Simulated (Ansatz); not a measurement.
**WO+ (quartet): geometry optimisation**

Where does this start of WO+ (quartet) end when it is relaxed?

The runs use Ansatz 0.2.0, Gaussian basis; UKS PBE0/def2-TZVP.

### 1 Where the work starts

2 atoms, charge 1, spin multiplicity 4.

Atoms are counted from 1 here; the program's logs count them from 0.

Bond lengths: W1–O2 2.110 Å.

The start is set by covalent radii. Sticks and bond lists go by distance. No spin-orbit coupling is included. Elements past krypton take def2 core potentials.

### 2 The run

Input file in.yaml:

```yaml
crystal:
  periodic: [false, false, false]
  atoms:
    - {symbol: W, position_ang: [0.000000, 0.000000, 0.000000]}
    - {symbol: O, position_ang: [0.000000, 0.000000, 2.110000]}
basis:
  gaussian: {orbitals: def2-TZVP}
total_charge: 1
magnetization: {spin_polarized: true, initial_magnetization: 3}
hamiltonian: {xc: pbe0}
relax: {f_tol: 0.004, max_steps: 80}
```

Command:

```console
$ ansatz run in.yaml --threads 1 --pin off --events-out ev --progress --plain --max-ram 2176MiB
```

What does the calculation give? Wanted: energy gained; shift from the start; total energy; ⟨S²⟩.

**Answer**, as computed:

| quantity | value |
| --- | --- |
| steps | 7 |
| energy gained | 3.075 eV |
| shift from the start (rms) | 0.237 Å |
| total energy | -3861.5525 eV |
| ⟨S²⟩ | 3.794 |

**Reading.** The bonds of the start are those of the end. W1–O2 went from 2.110 to 1.635 Å. No vibrations were run, so this is a stationary point, not a proven minimum, and this spin need not be the ground state's.
